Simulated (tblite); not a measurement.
# C5H15AlBN: the cost of one run

The runs use tblite 0.8.0 and PySCF 2.14.0, with density-fitted response routines of our own; the level of theory stands in each step. All values are computed, except where a source is named. Atoms count from 0, in the outputs and in this text.

**1. The molecule as given**

23 atoms, charge 0, multiplicity 1; geometry from: force field or distance geometry start.

Bonds of the start (Å): B0–C1 1.59, C1–C2 1.45, C2–C3 1.47, C3–Al4 2.01, Al4–N5 1.93, N5–C6 1.45, N5–C7 1.47, N5–C1 1.44, B0–H8 1.19, B0–H9 1.19, C1–H10 1.12, C2–H11 1.12, C2–H12 1.13, C3–H13 1.09, C3–H14 1.13, Al4–H15 1.57, Al4–H16 1.57, C6–H17 1.11, C6–H18 1.12, C6–H19 1.10, C7–H20 1.09, C7–H21 1.11, C7–H22 1.12.

**2. Relaxing the molecule with GFN2-xTB**

What the job is given:

```
{"job": {"kind": "relax", "xc": "GFN2-xTB", "basis": "xTB"}, "charge": 0, "multiplicity": 1}
B     -0.354900     2.106500     0.439200
C     -0.291000     0.814500    -0.480400
C     -1.579300     0.206700    -0.731100
C     -1.875700    -1.016600     0.028600
Al    -0.064400    -1.853600    -0.231500
N      0.716100    -0.104300    -0.031600
C      1.972900     0.024800    -0.734500
C      0.946700     0.005000     1.418100
H     -0.160700     3.179600    -0.044700
H     -0.929500     2.146300     1.481800
H      0.091100     1.177200    -1.467100
H     -1.664200    -0.054100    -1.819400
H     -2.410400     0.947600    -0.541900
H     -2.674900    -1.655300    -0.356800
H     -1.986400    -0.779600     1.124500
H      0.098800    -2.414200    -1.693400
H      0.339700    -2.845300     0.913600
H      2.062200     1.091000    -1.029500
H      2.788300    -0.250000    -0.017800
H      2.016100    -0.609100    -1.637800
H      1.858500     0.544500     1.671500
H      0.042900     0.399600     1.929300
H      1.053400    -1.034400     1.820900
```

Launch:

```bash
> OMP_NUM_THREADS=1 python probes_run.py task.json out
```

The driver reads the jobs from task.json and runs them one after another.

**Question.** How long does this first job take on 1 thread of AMD EPYC 9R45, shared host, and how much memory does it need?

About 1.3 s, with a peak of 0.18 GiB.
